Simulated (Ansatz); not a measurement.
Born–Oppenheimer molecular dynamics of a periodic cell of 16 atoms, Li (start crystal Li, start structure bcc, volume 1.1 times the crystal's). It starts from a structure without forces on its atoms.

All numbers below come from DFT PBE, scalar-relativistic, plane waves, PAW (Ansatz). Settings: accuracy low, cutoff 420 eV, k mesh 2x2x2, fermi-dirac smearing 0.16 eV, no spin polarisation.

| Property | Result |
| --- | --- |
| ensemble | NVT, Langevin thermostat |
| time step | 1.5 fs |
| steps asked | 280 |
| set temperature | 1800 K |
| friction | 0.02 /fs |
| seed | 124429 |

Frames 30 fs apart, positions in Å, forces in eV/Å.

Velocities at 45.0 fs (Å/ps):

```
Li 15.88 -18.10 -0.60
Li -14.86 18.40 -6.09
Li 4.60 7.24 -11.70
Li -3.33 -4.40 -7.82
Li 4.63 -16.04 17.43
Li -6.46 2.10 -12.62
Li -0.85 9.47 17.33
Li -1.18 -11.25 19.85
Li 18.26 -25.17 -8.86
Li 0.35 6.10 10.78
Li -2.00 7.00 5.92
Li -1.00 0.73 -6.57
Li -2.70 9.63 -17.20
Li 41.76 -3.85 27.95
Li 8.76 -12.44 11.94
Li 9.37 8.93 1.86
```

```xyz
16
Lattice="7.2053 0.0000 0.0000 0.0000 7.2053 0.0000 0.0000 0.0000 7.2053" Properties=species:S:1:pos:R:3:forces:R:3 time_fs=45.0 energy_less_start_eV=3.127 T=1390
Li 0.492 -0.648 0.759 -0.22 0.03 -0.29
Li 3.019 0.283 -0.823 0.19 0.21 0.44
Li -0.069 3.881 -0.389 0.07 0.33 0.09
Li 0.286 0.058 3.834 -0.23 -0.50 -0.22
Li 1.447 1.971 1.487 -0.44 -0.39 0.56
Li 2.925 3.116 0.095 0.75 0.04 0.02
Li 3.596 0.612 3.615 -0.06 -0.20 0.47
Li 5.227 1.120 1.781 0.08 0.25 0.24
Li -0.387 3.588 3.640 0.40 -0.40 -0.44
Li 2.653 6.027 2.070 -0.25 -0.36 0.04
Li 1.325 1.902 5.029 0.19 0.40 0.39
Li 3.445 3.210 3.610 0.02 0.22 -0.17
Li 5.134 5.493 2.152 0.27 -0.18 -0.85
Li 6.096 1.481 6.719 -0.14 -0.20 -0.79
Li 2.822 5.027 5.734 -0.56 0.13 -0.37
Li 5.235 5.237 4.545 -0.10 0.61 0.88
16
Lattice="7.2053 0.0000 0.0000 0.0000 7.2053 0.0000 0.0000 0.0000 7.2053" Properties=species:S:1:pos:R:3:forces:R:3 time_fs=75.0 energy_less_start_eV=3.243 T=1685
Li 0.873 -0.768 0.595 -0.23 -0.32 -0.08
Li 2.910 0.090 -0.657 0.40 0.39 0.70
Li 0.066 4.346 -0.888 0.16 -0.40 0.42
Li 0.237 -0.101 3.498 0.40 -0.11 0.42
Li 1.480 1.518 1.858 0.89 0.00 0.06
Li 2.967 3.150 0.183 0.41 0.11 0.51
Li 3.551 0.479 4.150 -0.07 0.18 -0.08
Li 5.357 0.907 2.376 -0.43 0.11 -0.06
Li 0.069 3.052 3.201 -0.26 0.64 0.06
Li 2.642 5.885 2.469 0.08 -0.24 -0.07
Li 1.605 2.341 5.436 -0.26 -0.56 -0.40
Li 3.615 3.339 3.427 0.16 -0.05 0.02
Li 5.491 5.479 1.418 -0.16 -0.19 0.00
Li 6.717 1.423 7.601 -0.31 0.29 -0.89
Li 2.662 5.062 5.564 -0.11 -0.07 -0.46
Li 5.751 5.633 4.911 -0.67 0.21 -0.16
16
Lattice="7.2053 0.0000 0.0000 0.0000 7.2053 0.0000 0.0000 0.0000 7.2053" Properties=species:S:1:pos:R:3:forces:R:3 time_fs=105.0 energy_less_start_eV=2.640 T=1376
Li 0.917 -0.775 0.379 -0.36 -0.10 -0.22
Li 3.445 -0.280 0.002 0.37 0.22 -0.06
Li -0.046 4.269 -1.207 0.33 -0.57 0.35
Li 0.275 -0.199 3.887 0.35 0.15 -0.10
Li 1.779 1.265 2.036 0.38 -0.02 0.28
Li 3.053 3.039 0.465 0.46 0.58 0.50
Li 3.428 -0.020 4.191 0.18 0.69 -0.05
Li 5.394 1.237 2.223 -0.43 -0.28 0.37
Li 0.522 3.551 2.989 -0.13 0.12 0.08
Li 2.506 5.546 2.469 -0.02 -0.18 -0.42
Li 1.948 2.272 5.761 -0.28 -0.66 -0.77
Li 4.047 3.492 3.609 0.21 -0.23 0.04
Li 5.496 5.272 1.405 0.04 -0.04 0.16
Li 6.931 1.819 7.681 0.03 0.19 -0.65
Li 2.454 5.047 5.084 -0.28 -0.11 0.52
Li 5.692 5.788 5.117 -0.86 0.25 -0.04
16
Lattice="7.2053 0.0000 0.0000 0.0000 7.2053 0.0000 0.0000 0.0000 7.2053" Properties=species:S:1:pos:R:3:forces:R:3 time_fs=135.0 energy_less_start_eV=3.072 T=1937
Li 0.485 -1.020 0.234 -0.20 0.37 -0.01
Li 3.739 0.462 0.238 0.31 -0.47 -0.50
Li 0.110 3.681 -1.107 -0.60 0.75 -0.32
Li 0.634 0.101 4.505 -0.37 -0.20 -0.22
Li 2.300 1.188 2.032 -0.69 0.35 0.37
Li 3.618 3.245 0.811 -0.10 -0.22 -0.52
Li 3.523 -0.087 4.038 0.08 -0.15 -0.52
Li 5.765 1.377 2.246 0.03 -0.36 0.07
Li -0.036 4.139 3.223 0.41 0.04 -0.15
Li 2.341 5.401 1.819 0.00 0.00 0.42
Li 2.372 1.795 5.446 0.12 0.49 0.08
Li 4.602 3.413 3.544 -0.56 0.01 0.47
Li 5.053 5.236 1.305 0.51 0.45 0.07
Li 7.207 1.815 7.088 -0.11 -0.95 0.54
Li 2.101 4.976 5.611 0.76 0.24 -0.14
Li 5.245 6.012 5.401 0.43 -0.33 0.33
16
Lattice="7.2053 0.0000 0.0000 0.0000 7.2053 0.0000 0.0000 0.0000 7.2053" Properties=species:S:1:pos:R:3:forces:R:3 time_fs=165.0 energy_less_start_eV=3.717 T=1652
Li 0.223 -0.690 0.512 0.46 -0.13 -0.06
Li 4.354 1.040 -0.056 -1.08 -0.50 0.60
Li -0.141 3.866 -1.374 0.02 -0.06 0.32
Li 0.772 0.222 4.520 -0.52 -0.18 0.00
Li 1.721 1.470 2.345 0.23 0.14 -0.41
Li 3.703 3.376 1.008 0.12 -0.20 -0.15
Li 4.036 -0.100 3.549 -0.09 -0.42 -0.18
Li 6.122 0.845 2.221 -0.13 0.28 0.55
Li -0.008 4.122 2.897 0.37 0.10 -0.20
Li 2.132 5.426 1.509 0.39 0.24 0.55
Li 3.061 1.702 5.118 -0.42 0.44 0.10
Li 4.902 3.355 3.782 -0.39 -0.06 0.13
Li 5.315 5.507 1.190 -0.30 -0.12 0.38
Li 6.504 1.333 6.981 0.94 1.00 -0.54
Li 2.155 5.601 5.927 0.53 -0.10 -0.18
Li 5.429 6.290 6.024 -0.15 -0.44 -0.90
16
Lattice="7.2053 0.0000 0.0000 0.0000 7.2053 0.0000 0.0000 0.0000 7.2053" Properties=species:S:1:pos:R:3:forces:R:3 time_fs=195.0 energy_less_start_eV=3.707 T=1982
Li 0.652 -0.491 0.965 -0.42 0.42 -0.73
Li 4.034 1.149 0.060 -0.10 -0.93 0.42
Li -0.204 3.732 -1.549 0.24 1.10 -0.45
Li 0.167 -0.083 4.017 0.08 -0.79 0.63
Li 1.516 1.340 2.553 0.98 0.61 -0.14
Li 3.674 3.324 0.895 0.15 0.47 0.13
Li 4.323 -0.457 3.484 -0.44 0.37 0.07
Li 6.077 1.244 2.472 -0.62 0.76 -0.37
Li 0.376 4.212 2.096 -0.23 -0.38 0.22
Li 2.618 5.595 1.546 0.55 0.14 0.32
Li 3.362 2.557 5.257 -0.40 -0.19 -0.20
Li 4.649 4.007 3.663 0.33 0.15 -0.27
Li 5.421 5.933 1.279 -0.04 -0.31 -0.02
Li 6.650 1.827 6.654 -0.03 -0.98 0.52
Li 2.663 6.141 5.805 -0.41 -0.21 -0.02
Li 5.312 6.384 5.960 0.38 -0.24 -0.11
16
Lattice="7.2053 0.0000 0.0000 0.0000 7.2053 0.0000 0.0000 0.0000 7.2053" Properties=species:S:1:pos:R:3:forces:R:3 time_fs=225.0 energy_less_start_eV=3.749 T=1319
Li 1.089 -0.429 0.885 0.13 0.39 -0.21
Li 3.832 0.842 0.354 0.13 0.02 -0.25
Li 0.363 4.163 -2.228 0.21 -0.14 -0.01
Li -0.338 -0.924 3.484 0.32 0.73 0.08
Li 2.454 1.828 2.648 -0.46 -0.10 0.30
Li 3.443 3.443 0.918 0.14 0.46 -0.25
Li 3.955 -0.281 3.627 0.73 1.11 0.63
Li 5.884 2.330 3.021 0.19 -0.95 -0.15
Li 0.116 4.555 1.715 0.44 -1.01 -0.23
Li 3.328 5.893 1.971 -1.26 -0.62 -0.69
Li 3.108 2.957 5.414 0.13 -0.04 -0.25
Li 4.747 4.323 3.260 -0.12 0.21 0.52
Li 5.530 6.183 1.203 0.17 0.26 -0.31
Li 7.166 1.741 6.588 -0.11 -0.08 0.01
Li 2.341 6.493 5.394 -0.36 -0.16 0.37
Li 5.554 5.925 5.692 -0.29 -0.09 0.43
16
Lattice="7.2053 0.0000 0.0000 0.0000 7.2053 0.0000 0.0000 0.0000 7.2053" Properties=species:S:1:pos:R:3:forces:R:3 time_fs=255.0 energy_less_start_eV=3.349 T=1595
Li 1.670 0.065 0.655 0.34 -0.20 0.83
Li 4.229 1.224 0.691 -0.18 -0.25 -0.30
Li 0.984 4.274 -2.927 -0.17 -0.21 0.01
Li -0.074 -0.782 3.022 0.18 0.35 0.56
Li 2.582 1.984 2.842 -0.50 0.05 -0.05
Li 3.845 3.553 0.860 0.10 0.81 0.12
Li 4.141 0.045 3.835 -0.06 -0.10 0.22
Li 5.724 2.062 3.287 0.41 -0.15 -0.02
Li -0.142 3.977 1.534 0.14 -0.06 -0.35
Li 2.598 5.688 2.240 0.10 -0.31 0.18
Li 2.906 2.881 5.624 0.16 -0.27 -0.05
Li 4.635 4.396 3.598 -0.04 0.13 -0.10
Li 5.763 6.762 1.155 -0.03 -0.48 -0.01
Li 7.552 1.362 6.691 -1.04 1.10 -0.39
Li 1.626 6.754 5.503 0.43 -0.36 -0.74
Li 5.669 5.687 5.851 0.15 -0.04 0.07
16
Lattice="7.2053 0.0000 0.0000 0.0000 7.2053 0.0000 0.0000 0.0000 7.2053" Properties=species:S:1:pos:R:3:forces:R:3 time_fs=285.0 energy_less_start_eV=3.835 T=1349
Li 2.164 0.447 0.835 -0.45 -0.08 -0.29
Li 4.664 1.050 0.796 -0.52 0.86 -0.11
Li 0.857 3.661 -3.470 -0.44 0.43 0.50
Li 0.185 0.224 3.385 0.74 -0.78 -0.34
Li 2.413 1.990 2.872 0.44 0.01 -0.03
Li 4.303 4.269 0.928 -0.81 0.08 -0.35
Li 4.159 0.086 4.363 -0.52 0.11 -0.02
Li 6.006 1.712 3.711 -0.85 1.14 0.17
Li -0.779 3.548 1.525 0.68 0.12 0.50
Li 2.307 5.549 2.579 -0.25 0.26 -0.23
Li 2.778 3.003 5.801 0.07 -0.14 0.13
Li 4.246 4.541 3.771 0.46 -0.43 0.03
Li 6.024 6.679 1.230 0.72 -0.87 0.43
Li 6.860 2.204 6.749 0.21 -0.36 -0.67
Li 1.161 6.539 5.586 0.34 -0.13 0.14
Li 5.694 5.690 5.833 0.18 -0.22 0.14
16
Lattice="7.2053 0.0000 0.0000 0.0000 7.2053 0.0000 0.0000 0.0000 7.2053" Properties=species:S:1:pos:R:3:forces:R:3 time_fs=315.0 energy_less_start_eV=3.175 T=1698
Li 2.226 0.091 0.708 -0.30 0.04 -0.43
Li 4.786 1.457 0.663 0.15 -0.18 -0.07
Li 0.917 3.289 -3.352 0.16 0.26 -0.01
Li 0.473 0.403 3.367 -0.58 0.30 0.43
Li 2.598 1.681 2.648 0.51 0.58 0.03
Li 3.928 5.022 0.881 -0.09 -0.11 -0.18
Li 3.770 0.293 4.694 -0.30 -0.17 0.15
Li 5.521 2.315 4.331 -0.65 -0.55 -0.43
Li -1.149 3.531 2.169 0.26 -0.14 -0.38
Li 1.838 5.561 2.910 0.24 -0.19 -0.13
Li 2.844 3.156 6.068 0.13 -0.27 0.03
Li 4.165 4.488 3.926 -0.19 0.18 -0.01
Li 6.552 6.006 1.396 0.07 0.27 -0.10
Li 6.869 2.708 6.024 0.46 0.11 1.14
Li 1.395 5.633 5.808 0.25 -0.03 -0.03
Li 5.997 5.899 5.532 -0.14 -0.11 0.00
16
Lattice="7.2053 0.0000 0.0000 0.0000 7.2053 0.0000 0.0000 0.0000 7.2053" Properties=species:S:1:pos:R:3:forces:R:3 time_fs=345.0 energy_less_start_eV=3.589 T=1335
Li 1.875 0.097 0.866 -0.04 0.42 -0.59
Li 4.845 1.115 0.176 0.18 -0.14 0.05
Li 0.998 3.364 -3.588 -0.04 -0.17 0.22
Li 0.270 0.207 3.551 0.28 0.89 -0.50
Li 2.901 2.272 2.118 0.14 0.22 0.07
Li 3.884 5.337 0.917 0.26 -0.08 -0.23
Li 3.086 0.376 4.864 -0.24 0.20 -0.01
Li 4.517 2.486 4.800 0.54 0.02 -0.20
Li -1.413 3.524 2.385 -0.13 -0.29 -0.10
Li 2.036 5.525 2.868 0.16 -0.03 -0.14
Li 2.751 3.407 6.360 0.51 -0.64 0.70
Li 4.179 5.047 4.230 0.21 -0.17 -0.38
Li 7.144 5.560 1.284 -0.24 -0.15 -0.39
Li 7.520 2.932 6.250 -0.66 -0.23 0.24
Li 2.039 5.311 5.442 -0.88 0.66 0.43
Li 6.244 6.159 4.947 -0.04 -0.48 0.84
16
Lattice="7.2053 0.0000 0.0000 0.0000 7.2053 0.0000 0.0000 0.0000 7.2053" Properties=species:S:1:pos:R:3:forces:R:3 time_fs=375.0 energy_less_start_eV=3.062 T=1863
Li 1.812 0.410 0.818 -0.02 -0.04 -0.31
Li 4.760 0.760 -0.252 0.15 0.07 0.47
Li 0.675 3.275 -3.454 0.33 0.32 0.42
Li 0.091 0.687 3.156 -0.10 -0.12 -0.15
Li 2.713 3.103 1.887 0.09 -0.21 1.39
Li 4.013 5.032 0.516 0.24 0.41 -0.34
Li 3.137 0.571 4.975 -0.57 0.34 -0.25
Li 3.767 3.223 5.055 0.55 0.26 -0.47
Li -1.551 3.441 2.399 -0.29 -0.12 -0.17
Li 2.148 5.716 2.697 -0.27 -0.18 0.03
Li 2.501 2.861 7.061 -0.36 -0.04 -0.91
Li 4.426 5.819 3.928 0.12 -0.31 -0.47
Li 7.395 5.066 0.597 0.06 0.15 0.32
Li 7.128 2.646 6.708 -0.30 -0.23 -0.20
Li 1.911 5.440 5.483 0.04 -0.18 0.28
Li 6.448 6.258 5.235 0.32 -0.10 0.36
```

Of the whole run (420 fs, mean temperature of the second half 1785 K): A run of 0.42 ps of so small a system gives no equilibrium averages. Limits of this set-up: coarse k mesh, low accuracy level.

Run time: 21 min on 1 thread of Arm Neoverse V1, with other jobs on the host, peak memory 0.58 GiB.
